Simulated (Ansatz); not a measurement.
**InH3+ (doublet): from Hartree-Fock to the top rungs at a displaced geometry (v1), def2-TZVPP**

The task here is to estimate one member of a computed series from the others.

The runs use Ansatz 0.2.0, Gaussian basis; def2-TZVPP, core rule «outside noble gas», up to 9 orbitals frozen.

Plan: UHF; CCSD(T) on ROHF; CCSD(T) on UHF; BCCD(T) on ROHF; CCSDT(Q) on ROHF; CCSDT(Q) on UHF.

24 further runs of the same task are left out: 8 for a known fault of the program, 1 for a mislabelled method, 4 that didn't finish, 11 set aside as unsound or not needed.

## The system

The geometry is a PBE0/def2-TZVP stationary point (not a proven minimum) with its atoms shifted at random (size 0.040 Å). No spin-orbit coupling is included. Elements past krypton take def2 core potentials.

4 atoms, charge 1, spin multiplicity 2.

Atoms are counted from 1 here; the program's logs count them from 0.

Bond lengths: In1–H3 1.720 Å, In1–H4 1.646 Å. Angles: H3–In1–H4 175.5°.

The first run:

Input file in.yaml:

```yaml
crystal:
  periodic: [false, false, false]
  atoms:
    - {symbol: In, position_ang: [0.000080, -0.018853, 0.001313]}
    - {symbol: H, position_ang: [-0.000753, 2.316843, -0.078828]}
    - {symbol: H, position_ang: [0.047211, -0.101186, -1.716235]}
    - {symbol: H, position_ang: [-0.055566, -0.068046, 1.645471]}
basis:
  gaussian: {orbitals: def2-TZVPP}
total_charge: 1
magnetization: {spin_polarized: true, initial_magnetization: 1}
hamiltonian: {xc: hf}
output: {orbitals: {seedname: orbitals}}
```

Run with:

```bash
ansatz run in.yaml --threads 1 --pin off --events-out ev --progress --plain --max-ram 2393MiB
```

Steps of the session up to this table: UHF; CCSD(T) on ROHF; CCSD(T) on UHF; BCCD(T) on ROHF; CCSDT(Q) on ROHF; CCSDT(Q) on UHF.

One table of the session follows, with a row left open; its other results are not shown here.

```
   method  from UCCSDT(Q) (kJ/mol)
     ROHF                   +198.6
      UHF                   +197.5
     RMP2                    +46.6
     UMP2                    +46.2
    RCCSD                     +3.5
    UCCSD                     +3.4
 RCCSD(T)                     +1.0
 UCCSD(T)                        ?
  BCCD(T)                     +1.0
   RCCSDT                     +0.2
   UCCSDT                     +0.1
RCCSDT(Q)                     +0.1
UCCSDT(Q)                        0
```

Q: Estimate the row for UCCSD(T) from the others.

As computed: from UCCSDT(Q) (kJ/mol): +0.9. In the column «from UCCSDT(Q) (kJ/mol)» it lies between RCCSDT (+0.2) and RCCSD(T) (+1.0).

Caveats from the session: Restricted and unrestricted rows rest on different reference determinants; where their highest levels disagree by more than a few hundredths of an eV, they describe different states and don't form one ladder.
